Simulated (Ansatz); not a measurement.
# CaP2Ru2: the cost of one run

Program: Ansatz 0.2.0. Level of theory: DFT r2SCAN, scalar-relativistic, plane waves, PAW. These are calculated values, not measurements.

## 1. The system as given

Symmetry: I4/mmm, No. 139, tetragonal system. Conventional cell: a = 4.047 Å, b = 4.047 Å, c = 9.927 Å, α = 90.00°, β = 90.00°, γ = 90.00°. Ca (site symmetry 4/mmm) is surrounded by 10 P at 3.16 to 3.62 Å and 8 Ru at 3.20 Å. P (site symmetry 4mm) has 4 Ru at 2.32 Å and 4 Ca at 3.16 Å as nearest neighbours. Ru (site symmetry -4m2) is surrounded by 4 P at 2.32 Å.

As a file:

```cif
data_structure
_symmetry_space_group_name_H-M 'I4/mmm'
_symmetry_Int_Tables_number 139
_cell_length_a 4.0466
_cell_length_b 4.0466
_cell_length_c 9.9273
_cell_angle_alpha 90.000
_cell_angle_beta 90.000
_cell_angle_gamma 90.000
_cell_volume 162.56
loop_
_atom_site_label
_atom_site_type_symbol
_atom_site_symmetry_multiplicity
_atom_site_Wyckoff_symbol
_atom_site_fract_x
_atom_site_fract_y
_atom_site_fract_z
_atom_site_occupancy
Ca1 Ca 2 a 0.00000 0.00000 0.00000 1
P1 P 4 e 0.50000 0.50000 0.13571 1
Ru1 Ru 4 d 0.00000 0.50000 0.25000 1
```

Source of the structure: the Materials Project (structure only).

(A quick probe on a coarse mesh, which set the mesh and smearing, is not shown.)

## 3. Relaxing cell and atoms

The input, input.yaml:

```yaml
crystal:
  lattice:
    - [-2.0232976856, 2.0232976856, 4.9636705479]
    - [2.0232976856, -2.0232976856, 4.9636705479]
    - [2.0232976856, 2.0232976856, -4.9636705479]
  atoms:
    - { symbol: Ca, position: [0.0, 0.0, 0.0] }
    - { symbol: P, position: [0.6357114, 0.6357114, 0.0] }
    - { symbol: P, position: [0.3642886, 0.3642886, 0.0] }
    - { symbol: Ru, position: [0.75, 0.25, 0.5] }
    - { symbol: Ru, position: [0.25, 0.75, 0.5] }
basis:
  ecutwfc: 500
kpoints:
  mp_grid: { grid: [12, 12, 12] }
hamiltonian:
  xc: r2scan
scf:
  occupations: { method: gaussian, width: 0.1 }
output:
  forces: true
  stress: true
  eigenvalues: true
relax:
  adjacent_minimum: "off"
  f_tol: 0.005
  max_steps: 80
  cell: { stress_tol: 0.05 }
```

Run with:

```console
$ ansatz run input.yaml --threads 2 --pin off --max-ram 5120MiB --backend cpu --events-out ev --progress --plain --runs-dir out
```

Q: Estimate wall time and peak memory on 2 threads of Intel Xeon 6975P-C (Granite Rapids), shared host.

About 52 s, with a peak of 0.9 GiB.
